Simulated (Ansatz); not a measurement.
This script for Ansatz 0.2.0 through its Python package starts 4 runs on LaBi, space group Fm-3m. What input does the engine get in each?

`compress_labi.py`:
```python
import warnings

import ansatz as az
import numpy as np
import pandas as pd

def edges_and_angles(cell):
    cell = np.asarray(cell)
    a, b, c = np.linalg.norm(cell, axis=1)
    cosines = cell[1] @ cell[2] / (b * c), cell[0] @ cell[2] / (a * c), cell[0] @ cell[1] / (a * b)
    return (a, b, c, *np.degrees(np.arccos(cosines)))

warnings.simplefilter("ignore", az.DeckWarning)

crystal = (
    az.Lattice.of([0.0, 3.2825, 3.2825], [3.2825, 0.0, 3.2825], [3.2825, 3.2825, 0.0])
    .atom("La", [0.0, 0.0, 0.0])
    .atom("Bi", [0.5, 0.5, 0.5])
)

model = (
    crystal.calculation()
    .functional("lda")
    .pseudopotentials("paw")
    .kpoints(9)
    .occupations("fermi_dirac", width=0.05)
    .scf(tolerance=1e-10)
)

rows = []
for pressure in [0, 5, 10, 20]:
    result = model.relax(cell=True, pressure=pressure, force_tolerance=0.05).run()
    cell = result.lattice.cell_ang
    n_atoms = len(result.lattice.sites)
    volume = abs(np.linalg.det(cell)) / n_atoms
    enthalpy = result.report["free_energy_ev"] / n_atoms + pressure * volume / 160.21766
    rows.append((pressure, volume, enthalpy, *edges_and_angles(cell)))
    print(f"{pressure} GPa done: {volume:.4f} A^3/atom")

table = pd.DataFrame(rows, columns=["P_GPa", "V_A3_atom", "H_eV_atom", "a", "b", "c", "alpha", "beta", "gamma"])
print(table.round(4).to_string(index=False))
p, v = np.array([row[0] for row in rows], float), np.array([row[1] for row in rows])
print("mean bulk modulus between rows (GPa):", np.round(-np.diff(p) / np.diff(np.log(v)), 1))
```

Run 1:
```yaml
crystal:
  lattice:
    - [0.0, 3.2825, 3.2825]
    - [3.2825, 0.0, 3.2825]
    - [3.2825, 3.2825, 0.0]
  atoms:
    - { symbol: La, position: [0.0, 0.0, 0.0] }
    - { symbol: Bi, position: [0.5, 0.5, 0.5] }
kpoints:
  mp_grid:
    grid: [9, 9, 9]
hamiltonian:
  xc: lda
  pseudopotentials:
    kind: paw
scf:
  convergence:
    dr2_threshold: 1.0e-10
  occupations:
    method: fermi_dirac
    width: 0.05
relax:
  f_tol: 0.05
  cell:
    p_target: 0.0
```

Run 2, against run 1:
```diff
-    p_target: 0.0
+    p_target: 5.0
```

Run 3, against run 1:
```diff
-    p_target: 0.0
+    p_target: 10.0
```

Run 4, against run 1:
```diff
-    p_target: 0.0
+    p_target: 20.0
```

```console
$ python compress_labi.py
0 GPa done: 34.3876 A^3/atom
5 GPa done: 31.8778 A^3/atom
10 GPa done: 30.0746 A^3/atom
20 GPa done: 27.5429 A^3/atom
 P_GPa  V_A3_atom  H_eV_atom      a      b      c  alpha  beta  gamma
     0    34.3876 -9082.0807 4.5988 4.5988 4.5988   60.0  60.0   60.0
     5    31.8778 -9081.0500 4.4841 4.4841 4.4841   60.0  60.0   60.0
    10    30.0746 -9080.0849 4.3979 4.3979 4.3979   60.0  60.0   60.0
    20    27.5429 -9078.2924 4.2709 4.2709 4.2709   60.0  60.0   60.0
mean bulk modulus between rows (GPa): [ 66.   85.9 113.7]
```

The volume falls from 34.39 Å³ an atom at 0 GPa to 27.54 at 20 GPa, by 19.9 %. Between 0 and 5 GPa, -V dP/dV is about 66 GPa, a mean over that step.

Caveats:
- Absolute energies stand on the zero of these potentials, so only differences at equal settings mean something.
- At a fixed pressure a relaxation lowers the enthalpy F + PV, while F alone can rise.
- Edges and angles are those of the cell as typed, here a primitive one, not of the conventional cell.
- Of the deposited cell: the entry's cell lengths or inner coordinates differ somewhat from later room-temperature determinations.
- Spin-orbit coupling, which matters for elements this heavy, is left out.
- The starting cell is as deposited in a crystallographic database; the results hold for this polymorph, which needn't be the stable one.
- Symmetry holds the cell in this phase, whether or not it is the stable one at each pressure.
- It ran for 46 s on 1 thread of Arm Neoverse V2 (shared host), peak memory 0.49 GiB.
